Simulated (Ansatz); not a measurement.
Born–Oppenheimer molecular dynamics of a periodic cell of 19 atoms, Ba4Y2F13 (host Ba2YF7, host structure C2/c, one F atom removed), cell charge +1. It starts from an unrelaxed structure (largest force component 2.36 eV/Å).

These are results of DFT PBEsol, scalar-relativistic, plane waves, PAW in Ansatz, not measurements. Settings: cutoff 420 eV, k mesh 2x2x1, fermi-dirac smearing 0.05 eV, no spin polarisation.

```yaml
ensemble: NVT, Langevin thermostat
time_step: 2 fs
steps_asked: 180
set_temperature: 1500 K
friction: 0.02 /fs
seed: 889178
```

First frame:

```xyz
19
Lattice="6.9118 -3.4022 0.0000 6.9118 3.4022 0.0000 -4.7701 0.0000 6.7094" Properties=species:S:1:pos:R:3
Ba 8.149 0.042 1.750
Ba 5.763 -0.042 5.105
Ba 3.290 0.042 1.604
Ba 0.905 -0.042 4.959
Y 5.719 -3.301 1.677
Y 3.334 3.301 5.032
F 10.585 0.793 0.936
F 8.200 -0.793 4.291
F 7.698 2.453 0.488
F 6.489 1.767 3.046
F 5.719 -0.916 1.677
F 4.949 1.767 0.309
F 4.104 -1.767 6.401
F 3.741 2.453 2.867
F 3.334 0.916 5.032
F 2.564 -1.767 3.664
F 1.356 -2.453 6.221
F 0.854 0.793 2.418
F -1.531 -0.793 5.773
```

Question: What does the run give?

Answer: All steps were run.

```json
{
 "steps done": "180",
 "time covered": "360 fs",
 "mean temperature over the second half": "1307 K",
 "spread of the potential energy over the second half": "35.2 meV per atom",
 "mean potential energy of the second half above the start": "98.9 meV per atom"
}
```

The mean temperature of the second half is 13 % below the set value. A run of 0.36 ps of so small a system gives no equilibrium averages. Limits of this set-up: coarse k mesh, charged cell in a uniform background, uncorrected.

Question: What happens to the structure?

Answer: Mean squared displacements from the first frame to the last, about the centre of mass: Ba 0.13 Å², Y 0.15 Å², F 0.41 Å². This is one draw of velocities; another would differ in detail.

Question: How do temperature and energy run in time?

Answer: 
```tsv
time (fs)	T (K)	potential energy less start (eV)
0.0	1421	0.000
18.0	1161	0.670
36.0	967	0.959
54.0	898	1.280
72.0	1451	0.792
90.0	1923	1.473
108.0	1402	1.258
126.0	1549	0.822
144.0	951	1.371
162.0	1118	0.967
180.0	872	0.766
198.0	1321	1.075
216.0	1351	1.786
234.0	1116	2.038
252.0	1439	1.627
270.0	1292	1.813
288.0	1451	2.022
306.0	698	3.617
324.0	1898	2.008
342.0	1554	1.635
360.0	1615	1.678
```

Run time: 20 min on 1 thread of Arm Neoverse V1 (shared host), peak memory 0.71 GiB.
